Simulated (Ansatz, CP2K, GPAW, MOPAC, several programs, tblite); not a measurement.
# CuF from cheap methods to r2SCAN

Aim: run CuF through methods of unlike cost and see what each gets, and at what price.

Method: no spin polarisation, static lattice; gaps from single points on the cell relaxed beforehand with r²SCAN, in MOPAC, tblite, CP2K, GPAW, Ansatz (versions at each run).

## (1) The starting structure

It takes space group P6_3/mmc (No. 194, hexagonal). The conventional cell has a = 2.763 Å, b = 2.763 Å, c = 6.402 Å, α = 90.00°, β = 90.00°, γ = 120.00°. Cu (site symmetry -3m) has 6 F at 2.26 Å as nearest neighbours. F (site symmetry -6m2) is surrounded by 6 Cu at 2.26 Å.

As a file:

```xyz
4
Lattice="2.7625 0.0000 0.0000 -1.3813 2.3924 0.0000 0.0000 0.0000 6.4020" Properties=species:S:1:pos:R:3 pbc="T T T"
Cu    0.0000    0.0000    0.0000
Cu    0.0000    0.0000    3.2010
F     0.0000    1.5950    1.6005
F     1.3813    0.7975    4.8015
```

The structure type (NiAs) is imposed and need not be the compound's stable one.

**Question.** The methods are PM7, GFN1-xTB (tblite), GFN2-xTB (tblite), PBE/DZVP, PBE/single-zeta, PBE/SZV, coarse PBE, PBE, r2SCAN. What gap does r2SCAN give on this cell, and which other methods (full PBE left aside) come nearest to r2SCAN and farthest in gap, volume and bulk modulus?

```
                                               quantity                                                                               value
                                                 r2SCAN                                                   no gap, 10.58 Å³/atom, B₀ 114 GPa
         gap: nearest and farthest of the other methods  PBE/DZVP, PBE/single-zeta, PBE/SZV, coarse PBE (about 0.00 eV off); PM7 (+2.89 eV)
      volume: nearest and farthest of the other methods                                       GFN1-xTB (tblite) (+0.2 %), PBE/DZVP (+6.9 %)
bulk modulus: nearest and farthest of the other methods             GFN1-xTB (tblite), GFN2-xTB (tblite) (about 11 % off); PBE/DZVP (-19 %)
```

**Reading.** For the gap (full PBE left aside), PBE/DZVP, PBE/single-zeta, PBE/SZV, coarse PBE tie for nearest to r2SCAN; PM7 is farthest. For the volume, of the 3 methods compared (full PBE left aside), GFN1-xTB (tblite) comes nearest to r2SCAN and PBE/DZVP is farthest. For the bulk modulus (full PBE left aside), GFN1-xTB (tblite), GFN2-xTB (tblite) tie for nearest to r2SCAN; PBE/DZVP is farthest. A minimal basis or a coarse cutoff and mesh shifts results by its own error, so closeness to r2SCAN can be chance. Cluster runs see only the k-points that fold onto the zone centre, so their gaps can miss the band edges. No volume is given for PM7, PBE/single-zeta, PBE/SZV, coarse PBE, which can hide a larger miss. Overlaps count as a gap of zero in the misses; they are PBE/DZVP -0.46, PBE/single-zeta -0.58, PBE/SZV -0.46, coarse PBE -0.40, PBE -0.44, r2SCAN -0.40 eV. CPU times run from 1.1 s (coarse PBE) to 4.8 min (PM7). On this cell PM7, GFN2-xTB (tblite), PBE/DZVP, PBE/single-zeta, PBE/SZV cost more than r2SCAN itself (10 s), so they are no saving here. A cluster method computes far more atoms than the primitive cell, so on a small crystal it can cost more than plane waves. PM7, GFN1-xTB (tblite), GFN2-xTB (tblite) disagree with r2SCAN even on whether there is a gap. Semilocal functionals can close a small real gap, so r2SCAN's «no gap» may be its own error. r2SCAN is a yardstick, not the truth.
